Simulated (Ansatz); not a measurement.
# AlClLiO radical: functionals against CCSD(T) at one geometry

One table from this session's results is given with a row withheld; the runs are named, their logs left out.

Method: single points in def2-TZVPP; program: Ansatz 0.2.0, Gaussian basis.

Correlated methods freeze the cores. The outer core shell of Li, Na, Mg and K is correlated. Orbitals are unrestricted.

## The starting structure

SMILES `[Li][O][Al][Cl]`, 4 atoms, charge 0, spin multiplicity 2.

Atoms are counted from 1 here; the program's logs count them from 0.

Bond lengths: Li1–O2 1.768 Å, O2–Al3 1.651 Å, Al3–Cl4 2.158 Å. Angles: Li1–O2–Al3 169.7°, O2–Al3–Cl4 139.7°.

As a file:

```xyz
4
AlClLiO
Li   -0.2056   -1.1312    2.3405
O     0.2954   -0.1994    0.9242
Al    0.4859    0.6296   -0.4911
Cl   -0.2794    0.6391   -2.5093
```

The first run:

File run/in.yaml:

```yaml
crystal:
  periodic: [false, false, false]
  atoms:
    - {symbol: Li, position_ang: [-0.205600, -1.131200, 2.340500]}
    - {symbol: O, position_ang: [0.295400, -0.199400, 0.924200]}
    - {symbol: Al, position_ang: [0.485900, 0.629600, -0.491100]}
    - {symbol: Cl, position_ang: [-0.279400, 0.639100, -2.509300]}
basis:
  gaussian: {orbitals: def2-TZVPP}
magnetization: {spin_polarized: true, initial_magnetization: 1}
correlation: {method: ccsd_t}
scf: {omitted_lower_state_checks: [cluster_reference]}
output: {forces: true}
```

No record of the launch command was kept for these runs.

Among the steps run: CCSD(T)/def2-TZVPP; PBE0-D4/def2-TZVPP; wB97M-V/def2-TZVPP; r2SCAN-D4/def2-TZVPP; PBE-D4/def2-TZVPP; SPW92/def2-TZVPP; BLYP-D4/def2-TZVPP.

One of the session's tables, all rows but one given; the rest of the session is left out.

| method | RMS force component (eV/Å) | angle to CCSD(T) forces (°) | dipole (D) |
| --- | --- | --- | --- |
| CCSD(T) | 0.591 | reference | 9.01 |
| PBE0-D4 | 0.588 | 7.7 | 8.84 |
| wB97M-V | 0.579 | 6.4 | 8.70 |
| r2SCAN-D4 | 0.570 | 3.2 | 8.94 |
| PBE-D4 | 0.656 | 10.8 | 8.54 |
| SPW92 | ? | ? | ? |
| BLYP-D4 | 0.688 | 13.7 | 8.33 |

Q: Estimate the row for SPW92 from the others.

As computed: RMS force component (eV/Å): 0.585; angle to CCSD(T) forces (°): 11.0; dipole (D): 8.56. In the column «RMS force component (eV/Å)» it lies between wB97M-V (0.579) and PBE0-D4 (0.588).
